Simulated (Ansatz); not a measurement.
**singlet GaSiH4O+ at 6 levels**

Aim: a comparison of 6 runs (B3LYP/cc-pVDZ, PBE-QIDH/cc-pVDZ, PBE0/cc-pVDZ, wB97M-V/cc-pVDZ, MP2/cc-pVDZ, BCCD(T)/cc-pVDZ) of singlet GaSiH4O+. 

The results are computed with Ansatz 0.2.0.

72 further runs of the same task are left out: 72 set aside as unsound or not needed.

### Step 1. The structure to begin with

GaSiH4O+ has 7 atoms, charge +1, and is taken as a singlet. As SMILES of the parent species, `[SiH3][O][GaH]`. The coordinates come from a PBE0-D4/def2-TZVP relaxation. This is one conformer, not always the lowest. That shape belongs to the parent species and isn't relaxed for this state.

Bond lengths: Si1–O2 1.632 Å, O2–Ga3 1.793 Å, Si1–H4 1.488 Å, Si1–H5 1.491 Å, Si1–H6 1.488 Å, Ga3–H7 1.605 Å. Angles: Si1–O2–Ga3 142.9°, O2–Si1–H4 109.9°, O2–Si1–H5 111.5°, O2–Si1–H6 109.9°, O2–Ga3–H7 113.7°, H4–Si1–H5 108.4°, H4–Si1–H6 108.7°, H5–Si1–H6 108.3°.

### Step 2. The energy at B3LYP/cc-pVDZ (run 1)

job.yaml reads:

```yaml
crystal:
  periodic: [false, false, false]
  atoms:
    - {symbol: Si, position_ang: [-0.907100, 0.576700, -0.244500]}
    - {symbol: O, position_ang: [0.281700, -0.375400, 0.340400]}
    - {symbol: Ga, position_ang: [1.972300, -0.895800, 0.047800]}
    - {symbol: H, position_ang: [-2.099000, -0.248300, -0.578700]}
    - {symbol: H, position_ang: [-0.473700, 1.297400, -1.475800]}
    - {symbol: H, position_ang: [-1.295700, 1.586500, 0.776300]}
    - {symbol: H, position_ang: [2.521500, -1.941000, 1.134400]}
basis:
  gaussian: {orbitals: cc-pVDZ}
total_charge: 1
hamiltonian: {xc: {name: B3LYP}}
accuracy: high
output: {orbitals: {seedname: orbitals}}
```

Started as:

```bash
$ ansatz run job.yaml --threads 1 --pin off --max-ram 3480MiB --events-out events.jsonl --progress --plain --runs-dir runs
```

Standard output:

```text
Warning: RAYON_NUM_THREADS=1 ignored (pool sized by the plan → 1); use --threads N
Functional definition: B3LYP
  name "B3LYP"
  parameter a0 = 0.2
  parameter ax = 0.72
  parameter ac = 0.81
  exchange = (1 - a0 - ax)*slater_x + ax*b88_x + a0*exact_x
  correlation = (1 - ac)*vwn_rpa_c + ac*lyp_c
1784 factors; integrals over basis functions are off by at most 4.7e-9 eV
mean field evaluation 1: about -62343.5379 eV, gradient 9.2e1 eV
mean field evaluation 2: about -62175.7142 eV, gradient 2.0e2 eV
mean field evaluation 4: about -62360.5141 eV, gradient 7.8e0 eV
mean field evaluation 8: about -62360.8088 eV, gradient 9.0e-1 eV
mean field evaluation 16: about -62360.8113 eV, gradient 2.0e-4 eV
mean field -62360.81130793 eV, -2291.7175458904 hartree, gradient 3.1e-8 eV, S^2 0.000000; 0 other end points of the search recorded, 0 dependent functions left out
reference -62360.81134912 eV, -2291.7175474041 hartree; 28, 28 occupied and 51, 51 virtual orbitals, 1784 factors
Total energy: -62360.81134912 eV, -2291.7175474041 hartree
```

It took 8.7 s on 1 thread of Arm Neoverse V1, shared host; peak memory 0.27 GiB.

### Step 3. A single-point energy at PBE-QIDH/cc-pVDZ (run 2)

job.yaml, as its differences from that of step 2:

```diff
@@ -11,5 +11,9 @@
 basis:
-  gaussian: {orbitals: cc-pVDZ}
+  gaussian:
+    orbitals: cc-pVDZ
 total_charge: 1
-hamiltonian: {xc: {name: B3LYP}}
+hamiltonian:
+  xc: {name: PBE-QIDH}
+correlation:
+  frozen_orbitals: {Ga: 9, H: 0, O: 1, Si: 5}
 accuracy: high
```

Started as:

```bash
$ ansatz run job.yaml --threads 1 --pin off --max-ram 3480MiB --events-out events.jsonl --progress --plain --runs-dir runs
```

Standard output, shortened:

```text
Warning: RAYON_NUM_THREADS=1 ignored (pool sized by the plan → 1); use --threads N
Functional definition: PBE-QIDH
  name "PBE-QIDH"
[...]
1784 factors; integrals over basis functions are off by at most 4.7e-9 eV
[...]
mean field -62328.59443566 eV, -2290.5335976716 hartree, gradient 4.8e-8 eV, S^2 0.000000; 0 other end points of the search recorded, 0 dependent functions left out
15 core orbitals not correlated: weight in the atoms' cores, before any rotation towards them, 1.000 or more for the frozen orbitals, at most 0.000 for the correlated occupied ones
reference -62328.59443683 eV, -2290.5335977150 hartree; 13, 13 occupied and 51, 51 virtual orbitals, 1784 factors
second order -11.29693520 eV of doubles, -0.00000000 eV of singles
Total energy: -62332.36008190 eV, -2290.6719826187 hartree
```

Run time: 11 s. Hardware: 1 thread of Arm Neoverse V1, shared host; peak memory 0.34 GiB.

Run 3 isn't shown in full; the table further down has it.

### Step 4. A single-point energy at wB97M-V/cc-pVDZ (run 4)

run.yaml reads:

```yaml
crystal:
  periodic: [false, false, false]
  atoms:
    - {symbol: Si, position_ang: [-0.907100, 0.576700, -0.244500]}
    - {symbol: O, position_ang: [0.281700, -0.375400, 0.340400]}
    - {symbol: Ga, position_ang: [1.972300, -0.895800, 0.047800]}
    - {symbol: H, position_ang: [-2.099000, -0.248300, -0.578700]}
    - {symbol: H, position_ang: [-0.473700, 1.297400, -1.475800]}
    - {symbol: H, position_ang: [-1.295700, 1.586500, 0.776300]}
    - {symbol: H, position_ang: [2.521500, -1.941000, 1.134400]}
basis:
  gaussian:
    orbitals: cc-pVDZ
accuracy: high
hamiltonian:
  xc: {name: wB97M-V}
output:
  orbitals: {seedname: orbitals}
total_charge: 1
```

Started as:

```bash
$ ansatz run run.yaml --threads 1 --pin off --max-ram 3480MiB --events-out events.jsonl --progress --plain --runs-dir runs
```

Standard output, shortened:

```text
Warning: RAYON_NUM_THREADS=1 ignored (pool sized by the plan → 1); use --threads N
Functional definition: wB97M-V
  name "wB97M-V"
[...]
  gx(w, u) = 1 - cx + cx01*u + cx10*w
  gss(w, u) = css00 + css04*u^4 + css10*w + css20*w^2 + css43*w^4*u^3
  gos(w, u) = cos00 + cos10*w + (cos20 + cos21*u)*w^2 + (cos60 + cos61*u)*w^6
[...]
      + integral(e_c_pw_mod_opposite_spin*gos(b97_w_opposite, b97_u_opposite)) + vv10(b, c)
1784 factors; integrals over basis functions are off by at most 4.7e-9 eV
364 factors; integrals over basis functions are off by at most 1.5e-9 eV
[...]
mean field -62354.50605904 eV, -2291.4858322675 hartree, gradient 7.9e-8 eV, S^2 0.000000; 0 other end points of the search recorded, 0 dependent functions left out
reference -62354.50606408 eV, -2291.4858324527 hartree; 28, 28 occupied and 51, 51 virtual orbitals, 1784 factors
Total energy: -62354.50606408 eV, -2291.4858324527 hartree
```

It took 75 s on 1 thread of Arm Neoverse V1, shared host; peak memory 0.54 GiB.

Run 5 isn't shown in full; the table further down has it.

### Step 5. A single-point energy at BCCD(T)/cc-pVDZ (run 6)

run.yaml, as its differences from that of step 4:

```diff
@@ -13,7 +13,8 @@
     orbitals: cc-pVDZ
+total_charge: 1
+correlation:
+  method: bccd_t
+  frozen_orbitals: {Ga: 9, H: 0, O: 1, Si: 5}
 accuracy: high
-hamiltonian:
-  xc: {name: wB97M-V}
-output:
-  orbitals: {seedname: orbitals}
-total_charge: 1
+scf:
+  omitted_lower_state_checks: [cluster_reference, increment]
```

Started as:

```bash
$ ansatz run run.yaml --threads 1 --pin off --max-ram 3480MiB --events-out events.jsonl --progress --plain --runs-dir runs
```

Standard output, shortened:

```text
Warning: RAYON_NUM_THREADS=1 ignored (pool sized by the plan → 1); use --threads N
Functional definition: HF
  name "HF"
[...]
1784 factors; integrals over basis functions are off by at most 4.7e-9 eV
[...]
mean field -62288.76605144 eV, -2289.0699315485 hartree, gradient 1.6e-8 eV, S^2 0.000000; 0 other end points of the search recorded, 0 dependent functions left out
15 core orbitals not correlated: weight in the atoms' cores, before any rotation towards them, 1.000 or more for the frozen orbitals, at most 0.000 for the correlated occupied ones
reference -62288.76605144 eV, -2289.0699315485 hartree; 13, 13 occupied and 51, 51 virtual orbitals, 1784 factors
second order -9.74483938 eV of doubles, -0.00000000 eV of singles
cycle   1  -10.03930292 eV  change   -2.9e-1 eV  update   1.3e-1
[...]
cycle  25  -10.58743875 eV  change  -7.9e-11 eV  update   2.4e-9
perturbative correction -0.38236736 eV, -0.0140517415 hartree
Total energy: -62299.73585755 eV, -2289.4730644875 hartree
Checks for a lower state left out: cluster_reference, increment
```

Run time: 18 s. Hardware: 1 thread of Arm Neoverse V1, shared host; peak memory 0.45 GiB.

### Step 6. The series

```tsv
run	level	frozen core orbitals	energy (Eh)	HOMO energy (eV)	LUMO energy (eV)	HOMO–LUMO gap (eV)	wall time
1	B3LYP/cc-pVDZ	–	-2291.717547	-13.03	-10.72	2.31	8.7 s
2	PBE-QIDH/cc-pVDZ	15	-2290.671983	-15.11	-8.86	6.25	11 s
3	PBE0/cc-pVDZ	–	-2291.182410	-13.18	-10.43	2.74	8.7 s
4	wB97M-V/cc-pVDZ	–	-2291.485832	-15.28	-8.49	6.79	75 s
5	MP2/cc-pVDZ	15	-2289.428048	–	–	–	3.9 s
6	BCCD(T)/cc-pVDZ	15	-2289.473064	–	–	–	18 s
```

### Step 7. Summary of results

| quantity | value |
| --- | --- |
| run 6: total energy | -2289.47306 Eh |
| run 6: correlation energy (15 core orbitals frozen) | -403.1 mEh |
| run 6: (T) correction | -14.05 mEh |

In words: Over runs 1, 2, 3, 4 the HOMO–LUMO gap runs from 2.31 eV (B3LYP/cc-pVDZ) to 6.79 eV (wB97M-V/cc-pVDZ). Totals of different functionals can't be ranked against each other. All runs together took 2.1 min, the longest 75 s.
